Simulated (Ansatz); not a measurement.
# B₂H₃OPS: a ladder of functionals and wavefunction methods

An exercise on one series of results from a longer session: the logs are not shown, and one member is left open.

The runs use Ansatz 0.2.0, Gaussian basis; functionals in def2-TZVPP, the program's frozen cores in correlated methods.

Levels to be run: LDA (SPW92), PBE-D4, revPBE-D4, BLYP-D4, r2SCAN-D4, B97M-V, PBE0-D4, B3LYP-D4, r2SCANh-D4, r2SCAN0-D4, HSE06-D4, BHLYP-D4, CAM-B3LYP-D4, LC-ωPBE, ωB97X-V, ωB97M-V, B2PLYP, PBE-QIDH; CCSD(T)/def2-SVP; CCSD(T)/def2-TZVPP; MP2/def2-QZVPP; extrapolation to the limit; RPA on PBE.

### The geometry

All runs share one geometry, relaxed beforehand with PBE0-D4 in a triple-zeta def2 set.

SMILES `B1OBSP1`, 8 atoms, charge 0, spin multiplicity 1.

Atoms are counted from 1 here; the program's logs count them from 0.

Bond lengths: B1–O2 1.361 Å, B1–P5 1.928 Å, B1–H6 1.194 Å, O2–B3 1.380 Å, B3–S4 1.796 Å, B3–H7 1.190 Å, S4–P5 2.136 Å, P5–H8 1.424 Å. Angles: O2–B1–P5 115.1°, O2–B1–H6 120.3°, P5–B1–H6 124.6°, B1–O2–B3 119.1°, O2–B3–S4 118.4°, O2–B3–H7 120.4°, S4–B3–H7 121.2°, B3–S4–P5 94.8°, B1–P5–S4 91.8°, B1–P5–H8 92.2°, S4–P5–H8 99.7°.

The first run:

The input, in.yaml:

```yaml
crystal:
  periodic: [false, false, false]
  atoms:
    - {symbol: B, position_ang: [-0.543489, 0.925011, 0.366915]}
    - {symbol: O, position_ang: [0.785540, 0.716840, 0.573951]}
    - {symbol: B, position_ang: [1.403830, -0.345591, -0.052503]}
    - {symbol: S, position_ang: [0.410517, -1.417571, -1.096789]}
    - {symbol: P, position_ang: [-1.355846, -0.225202, -0.950373]}
    - {symbol: H, position_ang: [-1.118643, 1.785427, 0.962008]}
    - {symbol: H, position_ang: [2.569540, -0.536533, 0.094460]}
    - {symbol: H, position_ang: [-2.059348, -0.959580, 0.046432]}
basis:
  gaussian: {orbitals: def2-TZVPP}
hamiltonian: {xc: lda}
output: {orbitals: {seedname: orbitals}}
```

Started as:

```bash
$ ansatz run in.yaml --threads 2 --pin off --events-out ev --progress --plain --max-ram 4352MiB
```

Among the steps run: LDA; PBE-D4 (GGA); revPBE-D4 (GGA); BLYP-D4 (GGA); r2SCAN-D4 (meta-GGA); B97M-V (meta-GGA); PBE0-D4 (hybrid); B3LYP-D4 (hybrid); r2SCANh-D4 (hybrid); r2SCAN0-D4 (hybrid); HSE06-D4 (hybrid); BHLYP-D4 (hybrid); CAM-B3LYP-D4 (range-separated); LC-ωPBE (range-separated); ωB97X-V (range-separated); ωB97M-V (range-separated); B2PLYP (double hybrid); PBE-QIDH (double hybrid).

One of the session's tables, all rows but one given; the rest of the session is left out.

It belongs to the step «Orbital energies across the functionals». 

```
  functional  HOMO (eV)  LUMO (eV)  gap (eV)
 LDA (SPW92)      -6.54      -2.75      3.79
      PBE-D4      -6.40      -2.50      3.90
   revPBE-D4      -6.35      -2.40      3.95
     BLYP-D4      -6.23      -2.32      3.91
   r2SCAN-D4      -6.60      -2.18      4.42
      B97M-V      -6.68      -2.18      4.50
     PBE0-D4      -7.47      -1.53      5.94
    B3LYP-D4      -7.24      -1.72      5.52
  r2SCANh-D4      -7.00      -1.84      5.16
  r2SCAN0-D4      -7.60      -1.34      6.26
    HSE06-D4      -7.07      -1.91      5.16
    BHLYP-D4          ?          ?         ?
CAM-B3LYP-D4      -8.70      -0.40      8.30
     LC-ωPBE     -10.03       0.72     10.75
     ωB97X-V      -9.69       0.66     10.35
     ωB97M-V      -9.53       0.47     10.01
```

**Question.** Estimate the row for BHLYP-D4.

Worked estimate for «HOMO (eV)». Against the share of exact exchange, BLYP-D4 (0, -6.23), B3LYP-D4 (0.2, -7.24) give a slope of -5.05 per unit share; at 0.5 the line stands at -8.75.

**Answer.** HOMO (eV): -8.39; LUMO (eV): -0.43; gap (eV): 7.96. In «HOMO (eV)» the line misses by -0.36.
